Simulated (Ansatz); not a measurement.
Write the native input for Ansatz 0.2.0 that does the following.

```
Task                : projected density of states
Functional          : LDA
Potentials or basis : Ansatz PAW
Cutoff              : 420 eV (not typed: the program's choice for these potentials)
k mesh              : 9 × 9 × 9
Occupations         : fermi-dirac, width 0.05 eV
Spin                : no spin polarisation
Hubbard terms       : Nb d U = 1 eV
Hubbard projectors  : ortho-atomic (the default)
Double counting     : fll (the default)
```

Crystal: NbSi.

```xyz
2
Lattice="0.0000 2.5738 2.5738 2.5738 0.0000 2.5738 2.5738 2.5738 0.0000" Properties=species:S:1:pos:R:3 pbc="T T T"
Nb    0.0000    0.0000    0.0000
Si    2.5738    2.5738    2.5738
```

The cell was built by a generator and needn't be a form met in nature.

These files were run (other wordings do the same):

input.yaml

```yaml
crystal:
  lattice:
    - [0.0, 2.57383, 2.57383]
    - [2.57383, 0.0, 2.57383]
    - [2.57383, 2.57383, 0.0]
  atoms:
    - { symbol: Nb, position: [0.0, 0.0, 0.0] }
    - { symbol: Si, position: [0.5, 0.5, 0.5] }
hamiltonian:
  xc: lda
  pseudopotentials: { kind: paw }
  hubbard: { sites: [{ species: Nb, l: d, u_eff: 1.0 }] }
kpoints:
  mp_grid: { grid: [9, 9, 9] }
scf:
  occupations: { method: fermi_dirac, width: 0.05 }
  n_extra_bands: 6
output:
  forces: true
  stress: true
  eigenvalues: true
  dos: { projected: true, de: 0.05, nscf_kmesh: { grid: [14, 14, 14] } }
```

Potentials or basis: Ansatz PAW.

The run is started by

```sh
$ ansatz run input.yaml --threads 2 --pin off --max-ram 5632MiB --backend cpu --events-out ev --progress --plain --runs-dir out
```

It gave:

```json
{
  "Pressure": "-6.9 GPa",
  "Band gap on the k mesh": "none (metal or under the smearing width)",
  "Density of states at the Fermi level": "1.48 states/eV per cell"
}
```

Caveat: U without spin polarisation on a metal has little footing; the PAW data sets come from PBE, with cores solved anew for the run's functional, which leaves a small shift of forces and pressure; the U is typed as a test and isn't derived for this compound; the density of states is complete only up to the lowest level of the last band computed.

Run time: 2 s on 2 threads of Arm Neoverse V2, on a shared host, peak memory 0.28 GiB.
